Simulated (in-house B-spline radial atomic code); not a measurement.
# Pm³⁺: ionisation energy by several methods

Wanted: one ionisation energy, Pm³⁺ to configuration [Xe] 4f3, up the ladder of functionals.

Program: in-house B-spline radial atomic code version 1. Level of theory: scalar-relativistic (X2C), several functionals, spin-polarised; spherical all-electron atom at the radial basis limit. These are calculated values, not measurements, unless marked.

## Step 1: The system

- element: promethium (Z = 61)
- charge: +3
- electrons: 58
- configuration: [Xe] 4f4
- nucleus: Fermi, rms radius 4.962 fm

Outer shells as boxes (Hund's rule):

[Xe] 4f4
```
[Xe] core
4f [↑ ][↑ ][↑ ][↑ ][  ][  ][  ]
```

Where spins are not typed, each open shell is filled with up spins first.

## Step 2: TPSS, a meta-GGA

Input settings:

```ini
Z = 61
electrons = 58.0
configuration = [Xe] 4f4
hamiltonian = x2c
method = tpss,tpss
spin_polarised = True
nucleus = fermi
rms_radius = 4.961999461404065
mass_number = 145
atomic_mass = 144.912755748
speed_of_light = 137.035999084
```

## Step 3: LDA (PW92)

Changes to the settings of step 2:

```diff
@@ -4,3 +4,3 @@
 hamiltonian = x2c
-method = tpss,tpss
+method = lda,pw
 spin_polarised = True
```

## Step 4: RPBE, a GGA

Changes to the settings of step 3:

```diff
@@ -4,3 +4,3 @@
 hamiltonian = x2c
-method = lda,pw
+method = rpbe,pbe
 spin_polarised = True
```

## Step 5: PW91, a GGA

Changes to the settings of step 4:

```diff
@@ -4,3 +4,3 @@
 hamiltonian = x2c
-method = rpbe,pbe
+method = pw91,pw91
 spin_polarised = True
```

## Step 6: PBE, a GGA

Changes to the settings of step 5:

```diff
@@ -4,3 +4,3 @@
 hamiltonian = x2c
-method = pw91,pw91
+method = pbe,pbe
 spin_polarised = True
```

## Step 7: AM05, a GGA

Changes to the settings of step 6:

```diff
@@ -4,3 +4,3 @@
 hamiltonian = x2c
-method = pbe,pbe
+method = am05
 spin_polarised = True
```

Before running: The tabulated ionisation energy is 41.17 ± 0.09 eV (semi-empirical; NIST Atomic Spectra Database). What does each method give, and which comes nearest?

As calculated:

| method | rung | total energy (hartree) | ΔSCF (eV) | −ε highest (eV) | ΔSCF less tabulated (eV) |
| --- | --- | --- | --- | --- | --- |
| LDA (PW92) | LDA | -10010.6146 | 42.516 | 33.140 (4f up) | +1.346 |
| RPBE | GGA | -10018.6166 | 42.166 | 32.810 (4f up) | +0.996 |
| PW91 | GGA | -10019.3786 | 42.309 | 32.945 (4f up) | +1.139 |
| PBE | GGA | -10018.1647 | 42.219 | 32.861 (4f up) | +1.049 |
| AM05 | GGA | -10011.0115 | 42.316 | 32.943 (4f up) | +1.146 |
| TPSS | meta-GGA | -10018.1124 | 42.004 | 32.660 (4f up) | +0.834 |

**Reading.** Tables give 41.17 ± 0.09 eV (semi-empirical; NIST Atomic Spectra Database) for the ionisation energy. TPSS misses by +0.834 eV, the least, and LDA (PW92) by +1.346 eV (3.3 %), the most. Mean absolute error by rung (exchange-only levels left out): LDA 1.35 eV, GGA 1.08 eV, meta-GGA 0.83 eV. All methods miss on the same side by much the same amount, which points to something that they share. Relativistic terms that these runs lack can be as large as the gaps between close methods, so the nearest may be so by luck. PBE is off by +1.049 eV. Spin-orbit coupling is left out. Open shells are averaged (over orientations, and over spins where the run is restricted), while tables refer to the lowest levels. For the semilocal functionals minus the highest level recovers only 78 % of their own ΔSCF value, a mark of self-interaction.
